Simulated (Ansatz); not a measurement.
# ZrS: a response run at many settings

This session takes ZrS and sets out to vary one setting at a time.

The COD entry's cell or inner coordinates are ideal or old and differ from later refinements, so a difference from it is no clean test against experiment.

Program: Ansatz 0.2.0. Level of theory: DFT LDA, scalar-relativistic, plane waves, PAW. These are calculated values, not measurements.

1 further run of the same task is left out (set aside as unsound or not needed).

### 1 The structure to begin with

Symmetry: Fm-3m, No. 225, cubic system. Conventional cell: a = 5.136 Å, b = 5.136 Å, c = 5.136 Å, α = 90.00°, β = 90.00°, γ = 90.00°. Around Zr (site symmetry m-3m) lie 6 S at 2.57 Å. Around S (site symmetry m-3m) lie 6 Zr at 2.57 Å.

As a file:

```
Zr S
1.0
     0.00000    2.56823    2.56823
     2.56823    0.00000    2.56823
     2.56823    2.56823    0.00000
Zr S
1 1
Direct
  0.00000 0.00000 0.00000
  0.50000 0.50000 0.50000
```

This cell was relaxed beforehand with the same method: volume 16.94 Å³/atom, gap on the mesh none (metal).

### 2 The reference run

Input file input.yaml:

```yaml
crystal:
  lattice:
    - [0.0, 2.5682303311, 2.5682303311]
    - [2.5682303311, 0.0, 2.5682303311]
    - [2.5682303311, 2.5682303311, 0.0]
  atoms:
    - { symbol: Zr, position: [0.0, 0.0, 0.0] }
    - { symbol: S, position: [0.5, 0.5, 0.5] }
basis:
  ecutwfc: 420
kpoints:
  mp_grid: { grid: [14, 14, 14] }
hamiltonian:
  xc: lda
scf:
  occupations: { method: fermi_dirac, width: 0.15 }
output:
  forces: true
  stress: true
  eigenvalues: true
elastic:
  mode: relaxed_ion
  stencil: two_point
```

This input was run earlier.

### 3 Changed: strain amplitude 0.0002

input.yaml, as its differences from that of step 2:

```diff
@@ -23 +23,2 @@
   stencil: two_point
+  amplitude: 0.0002
```

Launch:

```
> ansatz run input.yaml --threads 1 --pin off --max-ram 3072MiB --backend cpu --events-out ev --progress --plain --runs-dir out
```

Log, shortened:

```text
[...]
SCF converged after 9 iterations
Free energy (F): -4950.235900 eV
[...]
E sigma→0 (E₀):  -4950.188988 eV
Entropy (-TS):   -0.093823 eV (-46.911 meV/atom)
Fermi energy:    15.399072 eV
[...]
--- Forces (eV/Å), atoms counted from 1 ---
  atom   1  Zr    -0.00000000     0.00000000     0.00000000
  atom   2  S      0.00000000     0.00000000     0.00000000
[...]
--- Stress (GPa, compression-positive) ---
       -0.000151       0.000000      -0.000000
       -0.000000      -0.000151      -0.000000
       -0.000000       0.000000      -0.000151
  P = ⅓ Tr σ = -0.0002 GPa (-0.002 kbar)
--- Band table (eV; the first three rows and the last of 104) ---
  k-point 0: bands = ["-34.2816", "-12.2970", "-12.2970", "-12.2970", "-0.6431", "11.9303", "11.9303", "11.9303", "13.9087", "13.9087", "13.9087", "14.6448", "14.6448", "17.7797"]
[...]
--- Elastic constants: 2 strain directions × 2 members + reference (group order 48) ---
  dense FFT box of the reference and of every strained cell: 25×25×25
  strains applied: 11, 23; error gains: componentwise 1.00 (the most a stress slope's error grows in a printed constant), spectral 1.73 (1 for all six strains in a standard setting)
  C = ∂σ_k/∂η_j (tension-positive GPa; Voigt order 11 22 33 23 13 12):
       369.364     47.481     47.481     -0.000      0.000      0.000
        47.481    369.364     47.481     -0.000     -0.000      0.000
        47.481     47.481    369.364      0.000      0.000     -0.000
        -0.000      0.000      0.000     27.378     -0.000      0.000
        -0.000      0.000      0.000     -0.000     27.378      0.000
         0.000      0.000      0.000     -0.000      0.000     27.378
  reference stress σ⁰ (GPa):      0.000      0.000      0.000     -0.000      0.000     -0.000
  C* (energy form; C + prestress term) asymmetry max|C*_kj − C*_jk| = 2.132e-14 GPa — a small one proves nothing (zero by symmetry where the batch's group is 432, −43m or m−3m); a large one is finite-difference/SCF noise where every solve meets its electron count
  moduli (Voigt/Reuss/Hill, GPa): K = 154.78/154.78/154.78   G = 80.80/40.98/60.89   E = 161.50   ν = 0.326
  mechanically stable: yes (min eigenvalue of sym C = 27.38 GPa)
  strain η (Voigt 11):  stress-route row diagonal C_11 = 369.36 GPa, energy-path curvature d²(F+E_count+ΔE)/dδ²/Ω₀ = 369.33 GPa
         δ    σ_11 (GPa)             F (eV)   n_scf  n_hpsi   n_pw
    -2.000e-4      -0.0738       -4950.2358987       6   55883    674   relax 0 steps, max|allowed force component| 6.90e-31 eV/Å
     2.000e-4       0.0739       -4950.2358984       3   39406    674   relax 0 steps, max|allowed force component| 1.97e-30 eV/Å
  strain η (Voigt 23):  stress-route row diagonal C_44 = 27.38 GPa, energy-path curvature d²(F+E_count+ΔE)/dδ²/Ω₀ = 27.48 GPa
         δ    σ_23 (GPa)             F (eV)   n_scf  n_hpsi   n_pw
    -2.000e-4      -0.0055       -4950.2359001       5   90185    674   relax 0 steps, max|allowed force component| 1.18e-29 eV/Å
     2.000e-4       0.0055       -4950.2359001       3   64935    674   relax 0 steps, max|allowed force component| 1.42e-29 eV/Å
```

Wall time 16 s (1 thread of Intel Xeon 6975P-C (Granite Rapids), shared host); peak memory 0.54 GiB.

### 4 Trial: XC grid level 3

input.yaml, as its differences from that of step 3:

```diff
@@ -10,2 +10,3 @@
   ecutwfc: 420
+  xc_grid: 3
 kpoints:
@@ -23,2 +24 @@
   stencil: two_point
-  amplitude: 0.0002
```

Launch:

```
> ansatz run input.yaml --threads 1 --pin off --max-ram 3072MiB --backend cpu --events-out ev --progress --plain --runs-dir out
```

Log, shortened:

```text
Warning: RAYON_NUM_THREADS=1 ignored (pool sized by the plan → 1); use --threads N
band count auto-derived: 14 (N_el = 18.0; filled up to band 9; 13 by the electrons, moments and atoms)
[...]
Pseudopotentials: kind: paw
Pseudopotential: Zr, paw, valence charge 12, recommended cutoff 420 eV (normal), Zr.paw.azcp
Pseudopotential: S, paw, valence charge 6, recommended cutoff 420 eV (normal), S.paw.azcp
Functional definition: SPW92
[...]
Crystal: 2 atoms, lattice volume = 33.879 Å³
Basis set: ecut = 420 eV, 645 PW (Γ), exchange–correlation on 75×75×75 points (27 copies of the dense FFT grid, shifted against one another)
Bands: 14, of which v1, the nominal top of the filled ones, is band 9 counted from 1 (8 counted from 0)
Symmetry: 48 space group operations
Space group: Fm-3m (ITA 225), of the structure as read, at distance tolerance 3.2e-5 Å
k-points: 104 of 2744
[...]
  moduli (Voigt/Reuss/Hill, GPa): K = 154.81/154.81/154.81   G = 80.81/40.99/60.90   E = 161.52   ν = 0.326
  mechanically stable: yes (min eigenvalue of sym C = 27.38 GPa)
  strain η (Voigt 11):  stress-route row diagonal C_11 = 369.42 GPa, energy-path curvature d²(F+E_count+ΔE)/dδ²/Ω₀ = 369.42 GPa
         δ    σ_11 (GPa)             F (eV)   n_scf  n_hpsi   n_pw
    -2.000e-3      -0.7489       -4950.2357442       8   63139    673   relax 0 steps, max|allowed force component| 5.32e-30 eV/Å
     2.000e-3       0.7288       -4950.2357471       5   51107    676   relax 0 steps, max|allowed force component| 1.97e-30 eV/Å
  strain η (Voigt 23):  stress-route row diagonal C_44 = 27.38 GPa, energy-path curvature d²(F+E_count+ΔE)/dδ²/Ω₀ = 27.39 GPa
         δ    σ_23 (GPa)             F (eV)   n_scf  n_hpsi   n_pw
    -2.000e-3      -0.0548       -4950.2358899       7  100936    675   relax 0 steps, max|allowed force component| 5.92e-30 eV/Å
     2.000e-3       0.0548       -4950.2358899       5   81328    675   relax 0 steps, max|allowed force component| 9.86e-31 eV/Å
```

Run time: 19 s. Hardware: 1 thread of Intel Xeon 6975P-C (Granite Rapids), shared host; peak memory 0.55 GiB.

### 5 What each setting did

The elastic coefficients (GPa), the largest shift from the reference and the CPU time:

| setting | C11 | C12 | C44 | largest shift (GPa) | CPU time |
| --- | --- | --- | --- | --- | --- |
| reference settings | 369.4 | 47.5 | 27.4 | 0 | 18 s |
| strain amplitude 0.0002 | 369.4 | 47.5 | 27.4 | 0.1 | 16 s |
| XC grid level 3 | 369.4 | 47.5 | 27.4 | 0.0 | 19 s |

### 6 Outcome

```
        quantity                              value
  settings tried                                  2
without a result                                  0
   largest shift  0.1 GPa (strain amplitude 0.0002)
```

The setting that moves the result most is this one: strain amplitude 0.0002, by 0.1 GPa. Finer settings test the reference itself: XC grid level 3 shifts it by 0.0 GPa. For a metal these values are sensitive to the k mesh.
